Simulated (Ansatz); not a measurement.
**CH4FOSn radical: how energies converge with the basis set**

Aim: see how fast density functionals converge with the basis set for CH4FOSn radical.

The runs use Ansatz 0.2.0, Gaussian basis; one geometry, several basis sets.

Plan: PBE0-D4/def2-SVP; ωB97M-V/def2-SVP; PBE0-D4/def2-QZVPP; ωB97M-V/def2-QZVPP; the functionals' def2-TZVPP values are taken from earlier runs.

## Step 1: The geometry

All runs share one geometry, relaxed beforehand with PBE0-D4 in a triple-zeta def2 set. Sn takes the def2 core potential; no spin-orbit term is included.

SMILES `[CH3][Sn]([OH])[F]`, 8 atoms, charge 0, spin multiplicity 2.

Atoms are counted from 1 here; the program's logs count them from 0.

Bond lengths: C1–Sn2 2.172 Å, C1–H5 1.089 Å, C1–H6 1.087 Å, C1–H7 1.090 Å, Sn2–O3 1.969 Å, Sn2–F4 1.943 Å, O3–H8 0.962 Å. Angles: Sn2–C1–H5 106.8°, Sn2–C1–H6 110.8°, Sn2–C1–H7 105.0°, H5–C1–H6 111.4°, H5–C1–H7 111.3°, H6–C1–H7 111.2°, C1–Sn2–O3 104.6°, C1–Sn2–F4 105.7°, O3–Sn2–F4 101.5°, Sn2–O3–H8 113.5°.

## Step 2: PBE0-D4 in def2-SVP

Input file in.yaml:

```yaml
crystal:
  periodic: [false, false, false]
  atoms:
    - {symbol: C, position_ang: [0.357806, 1.043073, -0.793790]}
    - {symbol: Sn, position_ang: [-0.841175, -0.633714, -0.109856]}
    - {symbol: O, position_ang: [-0.645442, -0.615431, 1.849502]}
    - {symbol: F, position_ang: [0.163500, -2.227078, -0.584549]}
    - {symbol: H, position_ang: [0.324784, 1.796213, -0.007659]}
    - {symbol: H, position_ang: [-0.025229, 1.433225, -1.733388]}
    - {symbol: H, position_ang: [1.363725, 0.640275, -0.914986]}
    - {symbol: H, position_ang: [-0.605768, -1.493662, 2.238927]}
basis:
  gaussian: {orbitals: def2-SVP}
magnetization: {spin_polarized: true, initial_magnetization: 1}
hamiltonian: {xc: pbe0, dispersion: d4}
output: {orbitals: {seedname: orbitals}}
```

Launch:

```sh
$ ansatz run in.yaml --threads 4 --pin off --events-out ev --progress --plain --max-ram 10444MiB
```

The runs that follow: ωB97M-V in def2-SVP; PBE0-D4 in def2-QZVPP; ωB97M-V in def2-QZVPP.

Q: Predict the results of all the runs planned. Wanted: PBE0-D4: double and triple zeta above quadruple; ωB97M-V: double and triple zeta above quadruple.

As calculated:

| quantity | value |
| --- | --- |
| PBE0-D4: double and triple zeta above quadruple | 8.29, 0.43 eV |
| ωB97M-V: double and triple zeta above quadruple | 8.52, 0.42 eV |

In words: PBE0-D4 gains 7.86 eV from double to triple zeta, then 0.43 eV more. These are total energies; as a rule much of such shifts cancels in differences, which this series doesn't test.
